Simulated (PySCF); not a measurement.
# DyH2S (Dy(H2S)3+): the cost of one run

Method: B3LYP, Dy lcecp-1-SVP with ECP55, S def2-SVP, H def2-SVP; scalar-relativistic core potentials, no spin–orbit coupling; program: PySCF 2.14.0.

2 further runs of the same task are left out: 2 for a known fault of the program.

## Step 1: The system as given

4 atoms, charge 3, spin multiplicity 1.

Bond lengths: Dy1–S2 2.761 Å, S2–H3 1.383 Å, S2–H4 1.383 Å. Angles: Dy1–S2–H3 110.3°, Dy1–S2–H4 110.3°, H3–S2–H4 98.9°.

Geometry (Å):

```
Dy    0.0000    0.0168   -0.3995
S     0.0000   -0.0185    2.3613
H     1.0503    0.7356    2.8512
H    -1.0503    0.7356    2.8512
```

Formal oxidation states: Dy +3. Each metal's 9 4f electrons lie in its core potential, so multiplicities, spins and levels count the valence alone. An earlier session relaxed this geometry at B3LYP, Dy lcecp-1-SVP with ECP55, S def2-SVP, H def2-SVP (singlet, point group Cs).

Its energy there is -435.014514 Eh.

## Step 2: Atoms moved at random, σ = 0.06 Å

Input file run.py (the lines that set the calculation):

```python
mol = gto.M(atom='''
Dy     0.06185     0.05372    -0.36666
S      0.06896    -0.06487     2.47018
H      0.93440     0.75985     2.75436
H     -1.06521     0.72075     2.80624''',
    basis={'Dy': 'lcecp-1-SVP', 'S': 'def2-SVP', 'H': 'def2-SVP'},
    ecp={'Dy': 'lcecp-1-SVP'},
    charge=3, spin=0)
mf = dft.RKS(mol, xc='B3LYP')
mf.grids.atom_grid = (50, 194)  # f atoms: unpruned, at least (60, 302)
mf = mf.density_fit()  # fitting sets: Dy AutoAux, S def2-universal-JKFIT, H def2-universal-JKFIT
mf.conv_tol = 1e-08; mf.max_cycle = 55
mf.kernel(dm0)  # dm0: the density of the relaxed state
```

Launch:

```console
OMP_NUM_THREADS=2 python run.py
```

**Question.** How long does this run take on 2 threads of Arm Neoverse V1, shared host?

About 1.2 s.
